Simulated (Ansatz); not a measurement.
# ZrTa3N4: the cost of one run

Method: DFT PBE, scalar-relativistic, plane waves, PAW, unless a step names another level, in Ansatz 0.2.0.

18 further runs of the same task are left out: 1 that didn't finish, 17 set aside as unsound or not needed.

### 1 Plan

Pauling electronegativities: Zr 1.33, Ta 1.50, N 3.04 (spread 1.71). The formula balances with common oxidation states: Ta +3, Zr +3, N -3. Tabulated atomic sizes suggest about 13 Å³/atom. 35 candidates were drawn, by swapping species into database cells of other compounds, at random by space group and Wyckoff sites, or by hand, as the table says:

```
name                                                                       made from  space group no.                   Wyckoff sites  atoms (primitive cell)  V (Å³/atom)
 c01                                                                          random               25          Zr 1d; Ta 2h, 1b; N 4i                       8         16.2
 c02                                                                          random              216     Zr 4c; Ta 4a, 4d, 4b; N 16e                       8         15.2
 c03                                                                          random              189              Zr 1b; Ta 3g; N 4h                       8         16.6
 c04                                  built by hand: Rocksalt with L1_2 cation order              221          Zr 1a; Ta 3c; N 3d, 1b                       8         11.6
 c05                                                                          random              221          Zr 1a; Ta 3d; N 1b, 3c                       8         13.0
 c06                                                                          random               12      Zr 2c; Ta 4i, 2d; N 4f, 4e                       8         13.2
 c07                                                                          random              166          Zr 3b; Ta 9e; N 3a, 9d                       8         14.4
 c08                                built by hand: WC-type TaN, 2x2x1 cation-ordered              187          Zr 1a; Ta 3j; N 3k, 1f                       8         11.6
 c09                                                                          random              123          Zr 1c; Ta 2f, 1b; N 4o                       8         15.5
 c10                                                        database cell of AlCr3B4               47      Zr 1h; Ta 2q, 1b; N 2r, 2t                       8         11.4
 c11                                                                          random              229              Zr 2a; Ta 6b; N 8c                       8         13.7
 c12                                                                          random              187          Zr 1e; Ta 3j; N 2h, 2g                       8         15.0
 c13                                                                          random              191              Zr 1b; Ta 3f; N 4h                       8         15.5
 c14                                                                          random              156          Zr 1b; Ta 3d; N 3d, 1b                       8         13.9
 c15                                                       database cell of In3GaTe4              121          Zr 2a; Ta 4c, 2b; N 8i                       8         15.1
 c16                                                       database cell of CrFe3Sb4              164      Zr 1a; Ta 1b, 2c; N 2d, 2d                       8         11.7
 c17                                                                          random              123          Zr 1c; Ta 2e, 1a; N 4n                       8         13.7
 c18                                                                          random              221          Zr 1b; Ta 3d; N 3c, 1a                       8         15.2
 c19                                                       database cell of Mg3InAg4              166      Zr 3a; Ta 6c, 3b; N 6c, 6c                       8         12.6
 c20                                                        database cell of NbCu3S4              215              Zr 1a; Ta 3d; N 4e                       8         15.1
 c21                                                                          random              221          Zr 1a; Ta 3c; N 3d, 1b                       8         14.8
 c22                                                       database cell of SrGa4Au3              123          Zr 1b; Ta 2h, 1a; N 4i                       8         13.6
 c23                                                                          random              166          Zr 3a; Ta 9e; N 9d, 3b                       8         12.9
 c24                                   built by hand: WC-type with Zr layers along c              187      Zr 1a; Ta 1b, 2g; N 2h, 2h                       8         11.6
 c25  built by hand: Layered octahedral-prismatic nitride (anti-NiAs/WC intergrowth)              164      Zr 1a; Ta 1b, 2c; N 2d, 2d                       8         11.6
 c26                                                                          random              166          Zr 3a; Ta 9d; N 9e, 3b                       8         15.9
 c27                         built by hand: Rocksalt with (111) layered cation order              166      Zr 3a; Ta 6c, 3b; N 6c, 6c                       8         11.6
 c28                                                        database cell of Sm3DyS4               47  Zr 1a; Ta 2t, 1c; N 1g, 2s, 1e                       8         11.9
 c29                                                                          random              139      Zr 2b; Ta 4e, 2a; N 4d, 4e                       8         16.3
 c30                                                                          random              166          Zr 3b; Ta 9d; N 3a, 9e                       8         16.4
 c31                                                        database cell of Li3NbO4              139      Zr 2a; Ta 4d, 2b; N 4e, 4c                       8         11.7
 c32                                                                          random               47          Zr 1g; Ta 2m, 1d; N 4y                       8         15.6
 c33                                 built by hand: Rocksalt with D0_22 cation order              139      Zr 2a; Ta 2b, 4d; N 4e, 4c                       8         11.6
 c34                                                                          random              191      Zr 1b; Ta 2d, 1a; N 2c, 2e                       8         14.3
 c35                                                                          random              216     Zr 4b; Ta 4c, 4d, 4a; N 16e                       8         16.5
```

### 2 Screening run of c21

The input, input.yaml:

```yaml
crystal:
  lattice:
    - [4.90732255, 0.0, 0.0]
    - [0.0, 4.90732255, 0.0]
    - [0.0, 0.0, 4.90732255]
  atoms:
    - { symbol: Zr, position: [0.0, 0.0, 0.0] }
    - { symbol: Ta, position: [0.0, 0.5, 0.5] }
    - { symbol: Ta, position: [0.5, 0.0, 0.5] }
    - { symbol: Ta, position: [0.5, 0.5, 0.0] }
    - { symbol: "N", position: [0.5, 0.0, 0.0] }
    - { symbol: "N", position: [0.0, 0.5, 0.0] }
    - { symbol: "N", position: [0.0, 0.0, 0.5] }
    - { symbol: "N", position: [0.5, 0.5, 0.5] }
basis:
  ecutwfc: 420
kpoints:
  mp_grid: { grid: [3, 3, 3] }
hamiltonian:
  xc: pbe
scf:
  occupations: { method: gaussian, width: 0.15 }
  lower_state_search: "off"
output:
  forces: true
  stress: true
  eigenvalues: true
relax:
  adjacent_minimum: "off"
  f_tol: 0.08
  max_steps: 16
  cell: { stress_tol: 0.8 }
```

Launch:

```console
$ ansatz run input.yaml --threads 1 --pin off --max-ram 2560MiB --backend cpu --events-out ev --progress --plain --runs-dir out
```

**Question.** How long does this run take on 1 thread of Intel Xeon Platinum 8259CL at 2.50GHz (Skylake/Cascade Lake), shared host, and how much memory does it need?

About 14 s, with a peak of 0.44 GiB.
